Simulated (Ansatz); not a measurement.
# BHLYP/def2-TZVPPD run of GeH2 (SMILES [GeH2])

What is the electronic atomisation energy of GeH2 at BHLYP/def2-TZVPPD? 

The calculation is run with Ansatz 0.2.0.

34 further runs of the same task are left out: 34 set aside as unsound or not needed.

## (1) Starting point

GeH2: 3 atoms, total charge 0, spin state singlet. SMILES: `[GeH2]`. The shape is that of a PBE0-D4/def2-TZVP optimisation.

Bond lengths: Ge1–H2 1.595 Å, Ge1–H3 1.594 Å. Angles: H2–Ge1–H3 90.6°.

## (2) A single-point energy at BHLYP/def2-TZVPPD

in.yaml reads:

```yaml
basis:
  gaussian:
    orbitals: def2-TZVPPD.json
crystal:
  periodic: [false, false, false]
  atoms:
    - {symbol: Ge, position_ang: [-0.570100, 0.405100, -0.263700]}
    - {symbol: H, position_ang: [0.783000, 0.743600, 0.509000]}
    - {symbol: H, position_ang: [-0.212900, -1.148700, -0.245300]}
hamiltonian:
  xc: {name: BHLYP}
accuracy: high
output:
  orbitals: {seedname: orbitals}
```

The basis set def2-TZVPPD is read from a file made from the Basis Set Exchange's data (not shown).

Launch:

```bash
$ ansatz run in.yaml --threads 1 --pin off --max-ram 3480MiB --events-out events.jsonl --progress --plain --runs-dir runs
```

The program printed:

```text
Warning: RAYON_NUM_THREADS=1 ignored (pool sized by the plan → 1); use --threads N
Functional definition: BHLYP
  name "BHLYP"
  parameter a = 0.5
  exchange = (1 - a)*b88_x + a*exact_x
  correlation = lyp_c
1286 factors; integrals over basis functions are off by at most 4.5e-9 eV
mean field evaluation 1: about -56548.3805 eV, gradient 1.0e1 eV
mean field evaluation 2: about -56548.5758 eV, gradient 7.4e0 eV
mean field evaluation 4: about -56548.6318 eV, gradient 2.4e-1 eV
mean field evaluation 8: about -56548.6465 eV, gradient 1.2e-2 eV
mean field evaluation 16: about -56548.6465 eV, gradient 5.5e-7 eV
mean field -56548.64654112 eV, -2078.1244303367 hartree, gradient 4.4e-8 eV, S^2 0.000000; 0 other end points of the search recorded, 0 dependent functions left out
reference -56548.64656084 eV, -2078.1244310616 hartree; 17, 17 occupied and 71, 71 virtual orbitals, 1286 factors
Total energy: -56548.64656084 eV, -2078.1244310616 hartree
```

Run time: 3 s. Hardware: 1 thread of Arm Neoverse V2, shared host; peak memory 0.18 GiB.

## (3) The Ge atom

job.yaml reads:

```yaml
crystal:
  periodic: [false, false, false]
  atoms:
    - {symbol: Ge, position_ang: [0.000000, 0.000000, 0.000000]}
basis:
  gaussian: {orbitals: def2-TZVPPD.json}
accuracy: high
magnetization: {spin_polarized: true, initial_magnetization: 2}
hamiltonian: {xc: {name: BHLYP}}
```

The basis set def2-TZVPPD is read from a file made from the Basis Set Exchange's data (not shown).

Run the same way, it converges to -2076.90425 Eh (log not shown).

## (4) The H atom, same level

input.yaml reads:

```yaml
crystal:
  periodic: [false, false, false]
  atoms:
    - {symbol: H, position_ang: [0.000000, 0.000000, 0.000000]}
basis:
  gaussian:
    orbitals: def2-TZVPPD.json
magnetization:
  spin_polarized: true
  initial_magnetization: 1
hamiltonian:
  xc: {name: BHLYP}
accuracy: high
```

The basis set def2-TZVPPD is read from a file made from the Basis Set Exchange's data (not shown).

Run the same way, it converges to -0.49854 Eh (log not shown).

## (5) Results

At BHLYP/def2-TZVPPD:

| quantity | value |
| --- | --- |
| molecule: total energy | -2078.12443 Eh |
| molecule: HOMO energy | -7.84 eV |
| molecule: LUMO energy | -2.14 eV |
| molecule: HOMO–LUMO gap | 5.70 eV |
| Ge atom: total energy | -2076.90425 Eh |
| Ge atom: ⟨S²⟩ | 2.004 |
| H atom: total energy | -0.49854 Eh |
| H atom: ⟨S²⟩ | 0.750 |
| electronic atomisation energy | 6.071 eV |

What this shows: Taking the molecule apart into free atoms costs 6.07 eV (586 kJ/mol), before zero-point energy and without spin-orbit coupling.
